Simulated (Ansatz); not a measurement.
# C2H9ClSi2: one species, many methods

Aim: compute C2H9ClSi2 with functionals from several rungs and with coupled cluster. The yardstick is the atomisation energy at the CCSD(T) limit.

The runs use Ansatz 0.2.0, Gaussian basis; functionals in def2-TZVPP, the program's frozen cores in correlated methods.

Levels to be run: PBE-D4, r2SCAN-D4, PBE0-D4, B3LYP-D4, ωB97X-V, ωB97M-V, B2PLYP; CCSD(T)/def2-TZVPP; MP2/def2-QZVPP; extrapolation to the limit.

## (1) The relaxed structure

All runs share one geometry, relaxed beforehand with PBE0-D4 in a triple-zeta def2 set.

14 atoms, charge 0, spin multiplicity 1.

Atoms are counted from 1 here; the program's logs count them from 0.

Bond lengths: C1–Si2 1.869 Å, C1–H6 1.092 Å, C1–H7 1.093 Å, C1–H8 1.093 Å, Si2–C3 1.879 Å, Si2–H9 1.490 Å, Si2–H10 1.490 Å, C3–Si4 1.854 Å, C3–H11 1.096 Å, C3–H12 1.096 Å, Si4–Cl5 2.064 Å, Si4–H13 1.483 Å, Si4–H14 1.483 Å. Angles: Si2–C1–H6 110.8°, Si2–C1–H7 110.8°, Si2–C1–H8 110.8°, H6–C1–H7 108.1°, H6–C1–H8 108.1°, H7–C1–H8 108.1°, C1–Si2–C3 111.3°, C1–Si2–H9 110.0°, C1–Si2–H10 110.0°, C3–Si2–H9 108.9°, C3–Si2–H10 108.9°, H9–Si2–H10 107.6°, Si2–C3–Si4 114.7°, Si2–C3–H11 108.9°, Si2–C3–H12 108.8°, Si4–C3–H11 108.5°, Si4–C3–H12 108.5°, H11–C3–H12 107.2° and more.

## (2) PBE-D4 (GGA)

Input file in.yaml:

```yaml
crystal:
  periodic: [false, false, false]
  atoms:
    - {symbol: C, position_ang: [-0.888256, 0.540978, 2.219104]}
    - {symbol: Si, position_ang: [0.394477, 0.306985, 0.880294]}
    - {symbol: C, position_ang: [-0.393006, -0.269316, -0.725455]}
    - {symbol: Si, position_ang: [0.798272, -0.526400, -2.122156]}
    - {symbol: Cl, position_ang: [-0.202753, -1.159217, -3.813141]}
    - {symbol: H, position_ang: [-0.422481, 0.875626, 3.148941]}
    - {symbol: H, position_ang: [-1.414125, -0.395202, 2.421331]}
    - {symbol: H, position_ang: [-1.627788, 1.288595, 1.922409]}
    - {symbol: H, position_ang: [1.404486, -0.699983, 1.311380]}
    - {symbol: H, position_ang: [1.113691, 1.588230, 0.632977]}
    - {symbol: H, position_ang: [-1.140820, 0.468031, -1.037642]}
    - {symbol: H, position_ang: [-0.922471, -1.210798, -0.542070]}
    - {symbol: H, position_ang: [1.795967, -1.572270, -1.791830]}
    - {symbol: H, position_ang: [1.492009, 0.735440, -2.475441]}
basis:
  gaussian: {orbitals: def2-TZVPP}
hamiltonian: {xc: pbe, dispersion: d4}
output: {forces: true, orbitals: {seedname: orbitals}}
```

On the command line:

```sh
ansatz run in.yaml --threads 2 --pin off --events-out ev --progress --plain --max-ram 22528MiB --backend cuda --devices 0, --max-vram 18GiB
```

The runs that follow: r2SCAN-D4 (meta-GGA); PBE0-D4 (hybrid); B3LYP-D4 (hybrid); ωB97X-V (range-separated); ωB97M-V (range-separated); B2PLYP (double hybrid); CCSD(T) in def2-TZVPP; MP2 in def2-QZVPP.

Q: Predict the results of all the runs planned. Wanted: atomisation energy, CCSD(T)/CBS; farthest; mean size of error, hybrid; mean size of error, range-separated; gap, smallest and largest; T1 diagnostic; triples share of the correlation energy.

**Answer**, as computed:

| quantity | value |
| --- | --- |
| atomisation energy, CCSD(T)/CBS | 4866.2 kJ/mol |
| functionals within 24.3 kJ/mol (0.5 %) | PBE-D4, r2SCAN-D4, PBE0-D4, B3LYP-D4, ωB97X-V, ωB97M-V |
| farthest | B2PLYP (-70.3 kJ/mol) |
| mean size of error, hybrid | 18.0 kJ/mol |
| mean size of error, range-separated | 15.1 kJ/mol |
| gap, smallest and largest | 6.41 eV (PBE-D4), 12.91 eV (ωB97X-V) |
| T1 diagnostic | 0.0097 |
| triples share of the correlation energy | 3.7 % |

What this shows: PBE-D4 misses by -0.9 kJ/mol. Double hybrids carry the basis error of their MP2 part in triple zeta, and no dispersion term here, so their miss is partly the set-up's. The reference freezes the cores and leaves out relativity and excitations past (T), so misses under about 24.3 kJ/mol can't be ranked. Hartree-Fock recovers 77 % of the binding; the rest is correlation. Orbital gaps span 6.4 to 12.9 eV; exact exchange widens them.
